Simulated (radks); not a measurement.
**Ionising aluminium step by step, Al to Al¹²⁺**

One table from this session's results is given with a row withheld; the runs are named, their logs left out.

Program: radks (a radial shooting solver on a logarithmic mesh, Libxc functionals) version 1. Level of theory: non-relativistic Kohn-Sham, PBE, spin-polarised, spherical densities, point nucleus; open shells are filled with parallel spins first. These are calculated values, not measurements, unless marked.

## Starting point

| Quantity | Value |
| --- | --- |
| element | aluminium (Z = 13) |
| charges | 0 to 12 |
| first configuration | [Ne] 3s2 3p1 |
| last configuration | 1s1 |

Outer shells as boxes (Hund's rule):

Al
```
[Ne] core
3s [↑↓]
3p [↑ ][  ][  ]
```

Al¹²⁺
```
1s [↑ ]
```

Set-up of the first run:

The run's settings:

```text
Z 13
configuration [Ne] 3s2 3p1
relativity non-relativistic
functional pbe,pbe
spin polarised
nucleus point
```

Among the steps run: Al, [Ne] 3s2 3p1; Al⁺, [Ne] 3s2; Al²⁺, [Ne] 3s1; Al³⁺, [Ne]; Al⁴⁺, [He] 2s2 2p5; Al⁵⁺, [He] 2s2 2p4; Al⁶⁺, [He] 2s2 2p3; Al⁷⁺, [He] 2s2 2p2; Al⁸⁺, [He] 2s2 2p1; Al⁹⁺, [He] 2s2; Al¹⁰⁺, [He] 2s1; Al¹¹⁺, [He]; Al¹²⁺, 1s1.

One of the session's tables, all rows but one given; the rest of the session is left out.

```
species  Δ-SCF (eV)  −ε(HOMO) (eV)
     Al       5.964          3.018
    Al⁺           ?              ?
   Al²⁺      28.822         24.440
   Al³⁺      120.33         104.13
   Al⁴⁺      154.25         136.94
   Al⁵⁺      189.97         171.88
   Al⁶⁺      242.48         221.55
   Al⁷⁺      285.59         263.74
   Al⁸⁺      330.06         307.68
   Al⁹⁺      395.52         377.60
  Al¹⁰⁺      442.00         423.65
  Al¹¹⁺      2080.5         2003.3
  Al¹²⁺      2297.2         2216.6
```

**Question.** Estimate the row for Al⁺.

**Answer.** Δ-SCF (eV): 18.760; −ε(HOMO) (eV): 14.785. In the column «Δ-SCF (eV)» it lies between Al (5.964) and Al²⁺ (28.822).

What this shows: Reference values: NIST Atomic Spectra Database (exp. measured, semi-emp. semi-empirical, theory a theoretical value adopted there). Per unit of the charge left behind, the cost jumps most at Al¹¹⁺ ([He]): from 442.00 to 2080.5 eV. There the highest level belongs to another shell. The Δ-SCF values miss the measured or semi-empirical entries by +0.1 % in the signed mean; the largest miss is +1.3 % (Al²⁺). Minus the highest eigenvalue gives 51 to 96 % of the Δ-SCF value along the ladder. Open shells are spherical and high-spin; term and fine-structure splittings are not resolved.

**Measured values.**

From NIST Atomic Spectra Database: ionisation energy of Al 5.98577 eV; ionisation energy of Al⁺ 18.8285 eV; ionisation energy of Al²⁺ 28.4476 eV; ionisation energy of Al³⁺ 119.992 eV.
